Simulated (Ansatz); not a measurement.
**C₂H₆Cl₂S₂Sn: ionisation energy by level of theory**

Aim: the vertical ionisation energy of C₂H₆Cl₂S₂Sn, as cation minus neutral at the neutral's geometry, on several levels, and how well −ε(HOMO) stands in for it.

The runs use Ansatz 0.2.0, Gaussian basis; unrestricted cation, the program's frozen cores in correlated methods.

Plan: UKS PBE-D4/def2-TZVPP; UKS r2SCAN-D4/def2-TZVPP; UKS PBE0-D4/def2-TZVPP; UKS B3LYP-D4/def2-TZVPP; UKS wB97X-V/def2-TZVPP; UKS wB97M-V/def2-TZVPP; UKS B2PLYP/def2-TZVPP; UHF-CCSD(T)/def2-TZVPP; UHF-MP2/def2-QZVPP; extrapolation to the limit; then −ε(HOMO) from the neutral's earlier runs with LDA (SPW92), PBE-D4, revPBE-D4, BLYP-D4, r2SCAN-D4, B97M-V, PBE0-D4, B3LYP-D4, r2SCANh-D4, r2SCAN0-D4, HSE06-D4, BHLYP-D4, CAM-B3LYP-D4, LC-ωPBE, ωB97X-V, ωB97M-V.

## 1. The relaxed structure

The geometry comes from an earlier relaxation with PBE0-D4/def2-TZVP; it is a stationary point, not always the lowest conformer. Sn takes the def2 core potential; no spin-orbit term is included.

SMILES `C[S][Sn]([Cl])([Cl])[S]C`, 13 atoms, charge 0, spin multiplicity 1.

Atoms are counted from 1 here; the program's logs count them from 0.

Bond lengths: C1–S2 1.818 Å, C1–H8 1.090 Å, C1–H9 1.089 Å, C1–H10 1.089 Å, S2–Sn3 2.370 Å, Sn3–Cl4 2.332 Å, Sn3–Cl5 2.316 Å, Sn3–S6 2.363 Å, S6–C7 1.821 Å, C7–H11 1.089 Å, C7–H12 1.089 Å, C7–H13 1.090 Å. Angles: S2–C1–H8 105.7°, S2–C1–H9 111.2°, S2–C1–H10 111.1°, H8–C1–H9 109.2°, H8–C1–H10 109.1°, H9–C1–H10 110.5°, C1–S2–Sn3 99.6°, S2–Sn3–Cl4 106.8°, S2–Sn3–Cl5 111.2°, S2–Sn3–S6 113.8°, Cl4–Sn3–Cl5 105.5°, Cl4–Sn3–S6 109.9°, Cl5–Sn3–S6 109.3°, Sn3–S6–C7 98.3°, S6–C7–H11 111.2°, S6–C7–H12 111.6°, S6–C7–H13 105.5°, H11–C7–H12 110.5° and more.

As a file:

```
C    -2.43854    1.13559   -0.74517
S    -1.31095    1.03930    0.67795
Sn    0.72613    0.61851   -0.45774
Cl    0.28973   -1.05018   -2.02760
Cl    1.39666    2.46321   -1.68641
S     2.48877   -0.05610    0.96474
C     1.80720   -1.66217    1.48559
H    -3.43730    1.24921   -0.32360
H    -2.40263    0.22300   -1.33798
H    -2.21358    2.00170   -1.36572
H     1.65334   -2.31999    0.63142
H     0.88049   -1.54137    2.04467
H     2.56069   -2.10069    2.13984
```

## 2. Cation, UKS PBE-D4/def2-TZVPP

in.yaml reads:

```yaml
crystal:
  periodic: [false, false, false]
  atoms:
    - {symbol: C, position_ang: [-2.438545, 1.135588, -0.745169]}
    - {symbol: S, position_ang: [-1.310948, 1.039302, 0.677951]}
    - {symbol: Sn, position_ang: [0.726131, 0.618508, -0.457739]}
    - {symbol: Cl, position_ang: [0.289725, -1.050184, -2.027603]}
    - {symbol: Cl, position_ang: [1.396659, 2.463210, -1.686407]}
    - {symbol: S, position_ang: [2.488773, -0.056103, 0.964740]}
    - {symbol: C, position_ang: [1.807205, -1.662174, 1.485594]}
    - {symbol: H, position_ang: [-3.437303, 1.249212, -0.323596]}
    - {symbol: H, position_ang: [-2.402633, 0.223003, -1.337979]}
    - {symbol: H, position_ang: [-2.213579, 2.001705, -1.365715]}
    - {symbol: H, position_ang: [1.653338, -2.319991, 0.631422]}
    - {symbol: H, position_ang: [0.880493, -1.541371, 2.044665]}
    - {symbol: H, position_ang: [2.560695, -2.100694, 2.139836]}
basis:
  gaussian: {orbitals: def2-TZVPP}
total_charge: 1
magnetization: {spin_polarized: true, initial_magnetization: 1}
hamiltonian: {xc: pbe, dispersion: d4}
```

The runs that follow: Cation, UKS r2SCAN-D4/def2-TZVPP; Cation, UKS PBE0-D4/def2-TZVPP; Cation, UKS B3LYP-D4/def2-TZVPP; Cation, UKS wB97X-V/def2-TZVPP; Cation, UKS wB97M-V/def2-TZVPP; Cation, UKS B2PLYP (frozen core)/def2-TZVPP; Cation, UHF-CCSD(T)/def2-TZVPP; Cation, UHF-MP2/def2-QZVPP.

**Question.** What will the summary of the whole plan be? Wanted: ionisation energy, CCSD(T)/CBS; nearest functional by difference; nearest −ε(HOMO); −ε(HOMO) of PBE; T1 of the cation.

**Answer**, as computed:

| quantity | value |
| --- | --- |
| ionisation energy, CCSD(T)/CBS | 9.58 eV |
| nearest functional by difference | ωB97X-V (-0.09 eV) |
| nearest −ε(HOMO) | ωB97M-V (+0.09 eV) |
| −ε(HOMO) of PBE | 6.23 eV |
| T1 of the cation | 0.015 |

Energy differences with functionals land within 0.86 eV of the reference. −ε(HOMO) of PBE misses by 3.3 eV, since self-interaction lifts the level. Among orbital estimates ωB97M-V comes nearest. Hartree-Fock falls 1.15 eV short, as the neutral has more correlation energy than the cation. The cation may have settled in a state other than its lowest; no search over hole states beyond the program's own was made. Correlated methods include outer-core shells of Sn, which these sets cover unevenly. With outer-core shells in play the last digit of the reference is unsure.
